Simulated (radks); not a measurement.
**Pd⁺ in [Ar] 3d10 4s1.75 4p6 4d9.25: an all-electron calculation**

The task here is to estimate one member of a computed series from the others.

Program: radks (a radial shooting solver on a logarithmic mesh, Libxc functionals) version 1. Level of theory: scalar-relativistic Kohn-Sham, PBE, spin-polarised, spherical densities, finite nucleus; open shells are filled with parallel spins first. These are calculated values, not measurements, unless marked.

## The atom as given

| Property | Result |
| --- | --- |
| element | palladium (Z = 46) |
| charge | +1 |
| electrons | 45 |
| configuration | [Ar] 3d10 4s1.75 4p6 4d9.25 |
| nuclear rms radius | 4.5318 fm |

Set-up of the first run:

The run's settings:

```text
Z 46
configuration [Ar] 3d10 4s1.75 4p6 4d9.25
relativity scalar-relativistic
functional pbe,pbe
spin polarised
nucleus finite rms 4.5318 fm
c 137.035999084
```

One table of the session follows, with a row left open; its other results are not shown here.

It belongs to the step «Shells». From the orbitals of this run (lengths in bohr):

| level | <r> | outermost maximum (interpolated) | 90 % within | nodes |
| --- | --- | --- | --- | --- |
| 1s up | 0.03185 | 0.0207 | 0.0571 | 0 |
| 1s down | 0.03185 | 0.0207 | 0.0571 | 0 |
| 2s up | 0.1383 | 0.117 | 0.214 | 1 |
| 2s down | 0.1383 | 0.117 | 0.214 | 1 |
| 2p up | 0.1206 | 0.0934 | 0.196 | 0 |
| 2p down | 0.1206 | 0.0934 | 0.196 | 0 |
| 3s up | 0.3793 | 0.342 | 0.559 | 2 |
| 3s down | 0.3793 | 0.342 | 0.559 | 2 |
| 3p up | 0.3787 | 0.335 | 0.570 | 1 |
| 3p down | 0.3787 | 0.335 | 0.570 | 1 |
| 3d up | 0.3576 | 0.282 | 0.567 | 0 |
| 3d down | 0.3576 | 0.282 | 0.567 | 0 |
| 4s up | ? | ? | ? | ? |
| 4s down | 0.9445 | 0.851 | 1.37 | 3 |
| 4p up | 1.038 | 0.909 | 1.54 | 2 |
| 4p down | 1.039 | 0.909 | 1.54 | 2 |
| 4d up | 1.445 | 1.08 | 2.33 | 1 |
| 4d down | 1.460 | 1.09 | 2.36 | 1 |

**Question.** Estimate the row for 4s up.

As computed: <r>: 0.9443; outermost maximum (interpolated): 0.851; 90 % within: 1.37; nodes: 3. In the column «<r>» it lies between 3s down (0.3793) and 4s down (0.9445).
